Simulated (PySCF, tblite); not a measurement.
# C₅H₆F₂: geometry, infrared bands and NMR shifts

What infrared bands and NMR shifts should C₅H₆F₂ (`FCC1=CC[C@@H]1F`) show?

The runs use tblite 0.8.0 and PySCF 2.14.0, with density-fitted response routines of our own; the level of theory stands in each step. All values are computed, except where a source is named. Atoms are numbered from 0 throughout.

## (1) The starting structure

13 atoms, charge 0, multiplicity 1; geometry from: force field or distance geometry start.

Bonds of the start (Å): F0–C1 1.35, C1–C2 1.53, C2–C3 1.36, C3–C4 1.52, C4–C5 1.55, C5–F6 1.35, C5–C2 1.53, C1–H7 1.10, C1–H8 1.10, C3–H9 1.08, C4–H10 1.09, C4–H11 1.10, C5–H12 1.09.

## (2) Geometry optimisation with GFN2-xTB

Job settings and geometry (Å):

```
{"job": {"kind": "relax", "xc": "GFN2-xTB", "basis": "xTB"}, "charge": 0, "multiplicity": 1}
F      2.092400    -0.543300    -1.614300
C      1.890800    -0.279000    -0.301200
C      0.422000     0.059200    -0.024400
C     -0.263600     1.195000     0.272000
C     -1.601600     0.486500     0.334600
C     -0.842600    -0.800300    -0.065600
F     -0.932900    -1.817500     0.819900
H      2.194100    -1.169400     0.275600
H      2.556000     0.542200    -0.009700
H      0.024400     2.219300     0.454100
H     -2.086700     0.443600     1.307800
H     -2.346800     0.811900    -0.407100
H     -1.109800    -1.147600    -1.059500
```

Run with:

```bash
> OMP_NUM_THREADS=1 python probes_run.py task.json out
```

One launch serves the whole session: the jobs run in the order shown.

**Question.** This job is followed by: GFN2-xTB harmonic vibrations, gas phase; GIAO PBE0/pcSseg-1 NMR shielding, non-relativistic, gas phase. Predict these results of the whole session: strongest single infrared mode (GFN2-xTB); zero-point energy (GFN2-xTB); 13C shifts against TMS (PBE0/pcSseg-1); 1H shifts against TMS (PBE0/pcSseg-1); 19F shifts against CFCl3 (PBE0/pcSseg-1); surface potential, 1st and 99th percentile.

As calculated:

| quantity | value |
| --- | --- |
| strongest single infrared mode (GFN2-xTB) | 1003 cm⁻¹, 92 km/mol |
| zero-point energy (GFN2-xTB) | 60.9 kcal/mol |
| 13C shifts against TMS (PBE0/pcSseg-1) | 155.8, 148.7, 88.8, 78.4, 40.1 ppm |
| 1H shifts against TMS (PBE0/pcSseg-1) | 6.73, 5.70, 5.25, 5.08, 2.84, 2.73 ppm |
| 19F shifts against CFCl3 (PBE0/pcSseg-1) | -209.6, -244.8 ppm |
| surface potential, 1st and 99th percentile | -1.05 V and 1.12 V |

What this shows: Relaxing lowered the energy by 0.106 eV in 23 steps; the close pair that moved most is C1–C2, from 1.532 to 1.485 Å. No mode is imaginary among the 33: a minimum at this level. The strongest single mode, at 1003 cm⁻¹, moves mainly C1 and F0. Unscaled tight-binding wavenumbers are off by several per cent, some by more. Its intensities can rank the bands wrongly. The most deshielded hydrogen is H9 (hydrogen on an alkene CH), at 6.73 ppm: attached to an sp2 carbon and in the plane of the double bond. At PBE0/pcSseg-1: Shielding is most anisotropic at C3 (span 226 ppm, paramagnetic term -214 ppm). By nearest atom (PBE0/pcSseg-1), the HOMO sits on C2, C3 about 34 % each; H11 6 % and the LUMO on C2, C3 about 32 % each; H9 10 %.
